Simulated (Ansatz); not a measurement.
# CH9NOSi2: a ladder of functionals and wavefunction methods

How much do the methods differ for CH9NOSi2? The plan is to run it at one geometry with functionals of several rungs and with coupled cluster, and see how far each lands from CCSD(T) at the basis-set limit for the atomisation energy.

The runs use Ansatz 0.2.0, Gaussian basis; functionals in def2-TZVPP, the program's frozen cores in correlated methods.

Levels to be run: PBE-D4, r2SCAN-D4, PBE0-D4, B3LYP-D4, ωB97X-V, ωB97M-V, B2PLYP; CCSD(T)/def2-TZVPP; MP2/def2-QZVPP; extrapolation to the limit.

### 1 Structure used throughout

The geometry comes from an earlier relaxation with PBE0-D4 in a triple-zeta def2 set; it is a stationary point, not always the lowest conformer.

SMILES `C[SiH](N)O[SiH3]`, 14 atoms, charge 0, spin multiplicity 1.

Atoms are counted from 1 here; the program's logs count them from 0.

Bond lengths: C1–Si2 1.854 Å, C1–H6 1.092 Å, C1–H7 1.092 Å, C1–H8 1.094 Å, Si2–N3 1.709 Å, Si2–O4 1.649 Å, Si2–H9 1.485 Å, N3–H10 1.006 Å, N3–H11 1.006 Å, O4–Si5 1.632 Å, Si5–H12 1.489 Å, Si5–H13 1.484 Å, Si5–H14 1.488 Å. Angles: Si2–C1–H6 110.6°, Si2–C1–H7 111.0°, Si2–C1–H8 110.7°, H6–C1–H7 108.6°, H6–C1–H8 107.6°, H7–C1–H8 108.2°, C1–Si2–N3 110.0°, C1–Si2–O4 106.7°, C1–Si2–H9 113.2°, N3–Si2–O4 114.1°, N3–Si2–H9 106.1°, O4–Si2–H9 106.9°, Si2–N3–H10 122.0°, Si2–N3–H11 122.8°, H10–N3–H11 111.9°, Si2–O4–Si5 139.6°, O4–Si5–H12 111.1°, O4–Si5–H13 108.4° and more.

### 2 PBE-D4 (GGA)

in.yaml

```yaml
crystal:
  periodic: [false, false, false]
  atoms:
    - {symbol: C, position_ang: [-0.649971, 1.949033, -0.725184]}
    - {symbol: Si, position_ang: [-0.347217, 0.575027, 0.482474]}
    - {symbol: N, position_ang: [1.234073, 0.695740, 1.118630]}
    - {symbol: O, position_ang: [-0.644964, -0.834480, -0.320463]}
    - {symbol: Si, position_ang: [-0.061923, -2.354969, -0.421601]}
    - {symbol: H, position_ang: [-1.633397, 1.844325, -1.188589]}
    - {symbol: H, position_ang: [-0.598878, 2.922106, -0.232197]}
    - {symbol: H, position_ang: [0.096002, 1.931655, -1.525022]}
    - {symbol: H, position_ang: [-1.264494, 0.608981, 1.649852]}
    - {symbol: H, position_ang: [1.490001, 0.273659, 1.994866]}
    - {symbol: H, position_ang: [2.038456, 0.889694, 0.546199]}
    - {symbol: H, position_ang: [0.116600, -2.952332, 0.930559]}
    - {symbol: H, position_ang: [-1.027733, -3.176285, -1.192470]}
    - {symbol: H, position_ang: [1.253455, -2.372161, -1.117055]}
basis:
  gaussian: {orbitals: def2-TZVPP}
hamiltonian: {xc: pbe, dispersion: d4}
output: {forces: true, orbitals: {seedname: orbitals}}
```

Started as:

```sh
ansatz run in.yaml --threads 2 --pin off --events-out ev --progress --plain --max-ram 22528MiB --backend cuda --devices 0, --max-vram 18GiB
```

The runs that follow: r2SCAN-D4 (meta-GGA); PBE0-D4 (hybrid); B3LYP-D4 (hybrid); ωB97X-V (range-separated); ωB97M-V (range-separated); B2PLYP (double hybrid); CCSD(T) in def2-TZVPP; MP2 in def2-QZVPP.

Before running them: what should the planned runs give, taken together? Wanted: atomisation energy, CCSD(T)/CBS; farthest; mean size of error, hybrid; mean size of error, range-separated; gap, smallest and largest; T1 diagnostic; triples share of the correlation energy.

The runs gave:

```
                               quantity                                 value
        atomisation energy, CCSD(T)/CBS                       1206.6 kcal/mol
functionals within 6.0 kcal/mol (0.5 %)    PBE-D4, B3LYP-D4, ωB97X-V, ωB97M-V
                               farthest               B2PLYP (-16.2 kcal/mol)
             mean size of error, hybrid                          8.9 kcal/mol
    mean size of error, range-separated                          1.7 kcal/mol
              gap, smallest and largest  5.72 eV (PBE-D4), 12.45 eV (ωB97X-V)
                          T1 diagnostic                                0.0106
triples share of the correlation energy                                 3.4 %
```

In words: PBE-D4 misses by -2.8 kcal/mol. Double hybrids carry the basis error of their MP2 part in triple zeta, and no dispersion term here, so their miss is partly the set-up's. Misses under about 6.0 kcal/mol are within the doubt on the reference itself, which lacks core-valence correlation, relativity and higher excitations. Hartree-Fock recovers 74 % of the binding; the rest is correlation. The gap grows from 5.7 to 12.5 eV across the functionals, mostly with the share of exact exchange.
